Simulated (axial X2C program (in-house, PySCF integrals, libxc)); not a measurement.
# A two-component session on OsP: EOM-IP-CCSD levels

Wanted for OsP: EOM-IP-CCSD levels, at the two-component level.

Computed with an in-house X2C program for linear molecules on PySCF integrals. Level: two-component X2C with atomic mean-field terms, Os dyall-acv3z, P dyall-av3z.

All values are calculated.

### 1 The job

task.json reads:

```json
{
 "zs": [
  76,
  15
 ],
 "q": 0,
 "bas": [
  "dyall-acv3z",
  "dyall-av3z"
 ],
 "r0": 2.18,
 "eom": "ip",
 "rq": -1,
 "thr": -2.0,
 "nmax": 95,
 "grid": [
  1,
  0.96,
  1.045,
  0.92,
  1.09,
  1.15
 ]
}
```

Keys: zs atomic numbers; q charge; bas basis sets; r0 starting distance in Å; eom kind of EOM run; thr threshold in hartree for freezing inner shells (an s shell follows its p shell); nmax most natural virtual spinors; grid distances as factors.

Run with:

```
$ python soeom.py task.json out
```

After this run come: EOM-IP-CCSD at 2.063 Å.

What does the calculation give? Wanted: next root led by one particle; T1 of the reference; lowest state, Re and ωe.

The runs gave:

| quantity | value |
| --- | --- |
| lowest root at 2.063 Å | Ω = 5/2, 1.376 eV |
| next root led by one particle | Ω = 3/2, about 3580 cm⁻¹ higher |
| T1 of the reference | 0.101 |
| lowest state, Re and ωe | 1.998 Å, 638 cm⁻¹ |

In words: Removing an electron from the reference determinant of OsP⁻ costs 1.38 eV and empties a spinor of 97% Os dδ. The closed-shell reference lies 0.68 eV above the lowest determinant found, so these energies count from an excited configuration. Errors of 0.1 to 0.3 eV are usual at this size, and roots led by higher excitations are left out, so the list is incomplete, and low states of that kind can be missing. T1 or the largest double amplitude of the reference is raised, which lowers the reliability. The bond is 0.047 Å shorter than in the closed-shell reference at CCSD (2.045 Å).
